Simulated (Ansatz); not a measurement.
# SrMnInWO6, space group F-43m: a projected density of states

Program: Ansatz 0.2.0 through its Python package.

`srmninwo6.cif`
```cif
data_SrMnInWO6
_cell_length_a 5.744152
_cell_length_b 5.744152
_cell_length_c 5.744152
_cell_angle_alpha 60.00000
_cell_angle_beta 60.00000
_cell_angle_gamma 60.00000
_symmetry_space_group_name_H-M 'P 1'
_symmetry_Int_Tables_number 1
loop_
_symmetry_equiv_pos_as_xyz
'x, y, z'
loop_
_atom_site_label
_atom_site_type_symbol
_atom_site_fract_x
_atom_site_fract_y
_atom_site_fract_z
Sr1 Sr    0.250000    0.250000    0.250000
Mn2 Mn    0.000000    0.000000    0.000000
In3 In    0.750000    0.750000    0.750000
W4 W    0.500000    0.500000    0.500000
O5 O    0.740112    0.259888    0.259888
O6 O    0.259888    0.740112    0.740112
O7 O    0.740112    0.740112    0.259888
O8 O    0.259888    0.259888    0.740112
O9 O    0.259888    0.740112    0.259888
O10 O    0.740112    0.259888    0.740112
```

Notebook, run cell by cell (the value of a cell's last expression is shown):

In [1]:
```python
import warnings

import ansatz
from ase.io import read
import numpy as np
```

In [2]:
```python
KSPACING = 0.26
EXTRA_BANDS = 26
```

In [3]:
```python
warnings.simplefilter('ignore', ansatz.DeckWarning)
```

In [4]:
```python
atoms = read('srmninwo6.cif')
srmninwo6 = ansatz.Crystal.from_ase(atoms).moments(Mn=4)
```

In [5]:
```python
srmninwo6.resolved().sites[-1]
```
Out [5]:
```text
Site(symbol='O', position=(0.7401120000000001, 0.25988800000000006, 0.740112), moment=None, axis=None, held=None, saved=None)
```

In [6]:
```python
job = (
    srmninwo6.calculation()
    .occupations(ansatz.OccupationsMethod.GAUSSIAN)
    .hubbard('Mn', 'd', u_eff=6.0)  # penalises fractional filling of this shell
    .functional(ansatz.Functional.PBESOL)
    .kpoints(spacing=KSPACING)
    .spin('collinear')
    .basis(17 * ansatz.Ha)
    .scf(extra_bands=EXTRA_BANDS)
    .density_of_states(projected=True, energy_step=0.05)
)
done = job.run()
rep = done.report
```

In [7]:
```python
rep['n_kpoints'], rep['n_symmetry_ops'], rep['n_pw']
```
Out [7]:
```text
(16, 24, 2975)
```

In [8]:
```python
rep['mixing_algorithm'], rep['preconditioner'], rep['eigensolver']
```
Out [8]:
```text
('MSR1', 'Kerker', 'band_cg')
```

In [9]:
```python
rep['n_iterations'], rep['closed_by']
```
Out [9]:
```text
(15, 'deck_thresholds')
```

In [10]:
```python
dos = done.density_of_states()
energy = np.asarray(dos.energies_ev) - dos.fermi_ev
curves = {}
for site in done.projected_density_of_states().sites:
    for shell in site.shells:
        weight = sum(np.sum(curve.g_bin_mean_per_ev, axis=0) for curve in shell.curves)
        name = f'{site.species} {shell.label}'
        curves[name] = curves.get(name, 0) + weight
```

In [11]:
```python
step = energy[1] - energy[0]
windows = [(-10, -5), (-5, 0), (0, 6)]
print('states by shell in windows of E - E_F (eV):', windows)
for name, g in curves.items():
    print(f'{name:8s}', ' '.join(f'{step * g[(energy >= a) & (energy < b)].sum():8.3f}' for a, b in windows))
filled = (energy < 0) & (energy > -10)
for name, g in curves.items():
    if g[filled].sum() * step > 0.5:
        print(f'centre of {name}: {np.average(energy[filled], weights=g[filled]):.2f} eV')
```
```text
states by shell in windows of E - E_F (eV): [(-10, -5), (-5, 0), (0, 6)]
Sr 4S       0.005    0.007    0.011
Sr 5S       0.052    0.124    0.145
Sr 4P       0.023    0.057    0.010
Mn 3S       0.000    0.000    0.001
Mn 4S       0.165    0.077    0.079
Mn 3P       0.007    0.013    0.001
Mn 3D       2.053    3.036    1.151
In 5S       0.425    1.004    0.495
In 5P       0.181    0.528    3.686
In 4D       0.007    0.019    0.001
W 5S        0.008    0.009    0.007
W 6S        0.110    0.068    0.022
W 5P        0.008    0.088    0.004
W 5D        1.607    1.586    3.892
O 2S        0.164    0.378    0.452
O 2P        5.804   23.861    3.177
centre of Mn 3D: -4.04 eV
centre of In 5S: -3.03 eV
centre of In 5P: -3.53 eV
centre of W 5D: -4.83 eV
centre of O 2S: -3.50 eV
centre of O 2P: -3.14 eV
```

Reading the output:
- Other magnetic orders than the one started from may lie lower.
- The empty d shell of the heavier alkali and alkaline-earth atoms, which makes much of a conduction band, may have no channel.
- With one magnetic atom the cell can hold only ferromagnetic order.
- Spin-orbit coupling, which matters for elements this heavy, is left out.
- The structure comes from a database of computed cells and needn't be a stable or known phase.
- Curves are summed over the cell's atoms. Only shells that the potentials hold have channels, so projections don't add up to the total, least of all where a shell is missing (p of most metals); heights and places of peaks move with the mesh.
- The density of states is complete only as far up as bands were computed.
- A band centre counts only the states inside the window taken.
- The script silences the warnings on its input, which a real study should read.
- Wall time of the script: 61 s on 1 thread of Arm Neoverse V2, with other jobs on the host, peak memory 0.81 GiB.
